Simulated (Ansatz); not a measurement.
**CH6FInO4Si: ionisation energy by level of theory**

An exercise on one series of results from a longer session: the logs are not shown, and one member is left open.

The runs use Ansatz 0.2.0, Gaussian basis; unrestricted cation, the program's frozen cores in correlated methods.

The runs, in order: UKS PBE-D4/def2-TZVPP; UKS r2SCAN-D4/def2-TZVPP; UKS PBE0-D4/def2-TZVPP; UKS B3LYP-D4/def2-TZVPP; UKS wB97X-V/def2-TZVPP; UKS wB97M-V/def2-TZVPP; UKS B2PLYP/def2-TZVPP; UHF-CCSD(T)/def2-TZVPP; UHF-MP2/def2-QZVPP; extrapolation to the limit; then −ε(HOMO) from the neutral's earlier runs with LDA (SPW92), PBE-D4, revPBE-D4, BLYP-D4, r2SCAN-D4, B97M-V, PBE0-D4, B3LYP-D4, r2SCANh-D4, r2SCAN0-D4, HSE06-D4, BHLYP-D4, CAM-B3LYP-D4, LC-ωPBE, ωB97X-V, ωB97M-V.

### The relaxed structure

The geometry comes from an earlier relaxation with PBE0-D4 in a triple-zeta def2 set; it is a stationary point, not always the lowest conformer. In takes the def2 core potential; no spin-orbit term is included.

14 atoms, charge 0, spin multiplicity 1.

Atoms are counted from 1 here; the program's logs count them from 0.

Bond lengths: C1–In2 2.111 Å, C1–H9 1.089 Å, C1–H10 1.089 Å, C1–H11 1.089 Å, In2–F3 1.984 Å, In2–O4 2.035 Å, O4–Si5 1.602 Å, Si5–O6 1.631 Å, Si5–O7 1.705 Å, Si5–O8 1.622 Å, O6–H12 0.965 Å, O7–H13 0.960 Å, O8–H14 0.958 Å. Angles: In2–C1–H9 109.3°, In2–C1–H10 109.5°, In2–C1–H11 108.8°, H9–C1–H10 109.9°, H9–C1–H11 109.9°, H10–C1–H11 109.3°, C1–In2–F3 125.3°, C1–In2–O4 134.8°, F3–In2–O4 97.9°, In2–O4–Si5 100.9°, O4–Si5–O6 116.6°, O4–Si5–O7 97.6°, O4–Si5–O8 116.9°, O6–Si5–O7 108.4°, O6–Si5–O8 107.3°, O7–Si5–O8 109.3°, Si5–O6–H12 112.6°, Si5–O7–H13 117.2° and more.

The first run:

Input file in.yaml:

```yaml
crystal:
  periodic: [false, false, false]
  atoms:
    - {symbol: C, position_ang: [0.611315, 2.190338, -2.076054]}
    - {symbol: In, position_ang: [-0.137624, 1.059085, -0.458841]}
    - {symbol: F, position_ang: [-0.210103, 1.667893, 1.428204]}
    - {symbol: O, position_ang: [-1.384756, -0.539481, -0.284386]}
    - {symbol: Si, position_ang: [-0.544863, -1.470516, 0.712498]}
    - {symbol: O, position_ang: [-0.796135, -1.244896, 2.308293]}
    - {symbol: O, position_ang: [1.004854, -0.876416, 0.321778]}
    - {symbol: O, position_ang: [-0.590441, -3.068101, 0.438326]}
    - {symbol: H, position_ang: [0.990388, 3.141139, -1.705430]}
    - {symbol: H, position_ang: [-0.185402, 2.365031, -2.797778]}
    - {symbol: H, position_ang: [1.414718, 1.631297, -2.554396]}
    - {symbol: H, position_ang: [-0.865636, -0.311871, 2.544565]}
    - {symbol: H, position_ang: [1.683376, -0.939372, 0.998553]}
    - {symbol: H, position_ang: [-0.989690, -3.604129, 1.124678]}
basis:
  gaussian: {orbitals: def2-TZVPP}
total_charge: 1
magnetization: {spin_polarized: true, initial_magnetization: 1}
hamiltonian: {xc: pbe, dispersion: d4}
```

On the command line:

```bash
$ ansatz run in.yaml --threads 2 --pin off --events-out ev --progress --plain --max-ram 32768MiB --backend cuda --devices 0, --max-vram 18GiB
```

Among the steps run: Cation, UKS PBE-D4/def2-TZVPP; Cation, UKS r2SCAN-D4/def2-TZVPP; Cation, UKS PBE0-D4/def2-TZVPP; Cation, UKS B3LYP-D4/def2-TZVPP; Cation, UKS wB97X-V/def2-TZVPP; Cation, UKS wB97M-V/def2-TZVPP; Cation, UKS B2PLYP (frozen core)/def2-TZVPP; Cation, UHF-CCSD(T)/def2-TZVPP; Cation, UHF-MP2/def2-QZVPP.

One of the session's tables, all rows but one given; the rest of the session is left out.

Orbital estimates, from the neutral's runs:

| functional | −ε(HOMO) (eV) |
| --- | --- |
| LDA (SPW92) | 7.10 |
| PBE-D4 | 6.86 |
| revPBE-D4 | 6.78 |
| BLYP-D4 | 6.75 |
| r2SCAN-D4 | 7.23 |
| B97M-V | 7.30 |
| PBE0-D4 | 8.52 |
| B3LYP-D4 | 8.24 |
| r2SCANh-D4 | 7.85 |
| r2SCAN0-D4 | 8.78 |
| HSE06-D4 | 8.11 |
| BHLYP-D4 | 10.01 |
| CAM-B3LYP-D4 | 9.99 |
| LC-ωPBE | ? |
| ωB97X-V | 11.00 |
| ωB97M-V | 10.93 |

Q: Estimate the row for LC-ωPBE from the others.

As computed: −ε(HOMO) (eV): 11.36. In the column «−ε(HOMO) (eV)» it is the highest.
